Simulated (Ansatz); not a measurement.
This script drives Ansatz 0.2.0 through its Python package.

`run_polymorphs.py`:
```python
"""Which structure of SnSe is lowest in energy, after relaxing cells and atoms."""

import warnings

import ansatz as az
import numpy as np
import spglib


def compute(name, crystal):
    calc = (
        crystal.calculation()
        .functional(az.Functional.LDA)
        .mixing("broyden", ndim=8, beta=0.4)
        .scf(lower_state_search="light")
        .basis(520)
        .kpoints(spacing=0.4)
        .occupations("gaussian", width=0.02)
        .stress()
        .band_table()
    )
    calc = calc.relax(force_tolerance=0.03, cell=True)
    return calc.run(threads=1)


def pressure_gpa(outcome):
    return float(np.trace(outcome.report["stress_gpa"]) / 3)


def space_group(outcome):
    sites = outcome.report["lattice"]["sites"]
    kinds = sorted({site["symbol"] for site in sites})
    cell = (outcome.lattice.cell_ang, [site["position_frac"] for site in sites], [kinds.index(site["symbol"]) for site in sites])
    return spglib.get_spacegroup(cell, symprec=0.01)


def gap_ev(outcome):
    # nan where the run reports no band edges: a metal, overlapping bands, or a gap that is small against the smearing
    edges = outcome.report.get("band_edges_ev")
    return edges[1] - edges[0] if edges else float("nan")

warnings.simplefilter("ignore", az.DeckWarning)

phases = {}
fm_3m = (
    az.Lattice.fcc(6.02)
    .space_group(225)
    .atom("Sn", (0.0, 0.0, 0.0))
    .atom("Se", (0.5, 0.0, 0.0))
    .primitive()
)
phases["Fm-3m"] = fm_3m
p4_nmm = (
    az.Lattice.from_parameters(4.28533, 4.28533, 10.99069, alpha=90, beta=90, gamma=90)
    .space_group(129, hermann_mauguin="P4/nmm", origin_choice=1)
    .atom("Sn", (0.5, 0.0, 0.37223))
    .atom("Se", (0.5, 0.0, 0.61604))
)
phases["P4/nmm"] = p4_nmm

done = {name: compute(name, crystal) for name, crystal in phases.items()}

energy = {name: o.report["energy_sigma0_ev"] / len(o.lattice.sites) for name, o in done.items()}
lowest = min(energy.values())
rows = [(name, len(o.lattice.sites), 1000 * (energy[name] - lowest), pressure_gpa(o), space_group(o), gap_ev(o)) for name, o in done.items()]
rows.sort(key=lambda row: row[2])
print("     phase       atoms  dE (meV/atom)     P (GPa)  space group    gap (eV)")
for row in rows:
    print(f"{str(row[0]):>10}  {row[1]:10d}  {row[2]:13.1f}  {row[3]:10.2f}  {str(row[4]):>11}  {row[5]:10.2f}")
```

It is started by `python run_polymorphs.py`. How long does it take on 1 thread of Arm Neoverse V2, with other jobs on the host, and how much memory does it need?

It took about 42 s, with a peak of 0.54 GiB, for 2 runs of the engine.

Running `python run_polymorphs.py` prints:
```text
     phase       atoms  dE (meV/atom)     P (GPa)  space group    gap (eV)
     Fm-3m           2            0.0       -0.01  Fm-3m (225)        0.74
    P4/nmm           4          134.0        0.00  P4/nmm (129)        1.51
```

By space group at the end of each run: Fm-3m (+0 meV an atom, 25.5 Å³) and P4/nmm (+134 meV an atom, 48.1 Å³).

These settings explore the input space; cutoff and mesh may be short of convergence. Spin-orbit coupling, left out here, can change this gap by several tenths of an eV, and inverted bands can meet off the mesh. Pressure is positive in compression. The cells come from databases of deposited and of computed structures, and not all need be stable phases. Levels are Kohn-Sham eigenvalues on this mesh, without spin-orbit coupling. The ranking holds among these structures alone, at zero temperature; the ground state may be another structure. Differences under 10 to 15 meV an atom lie within the error of mesh and functional.
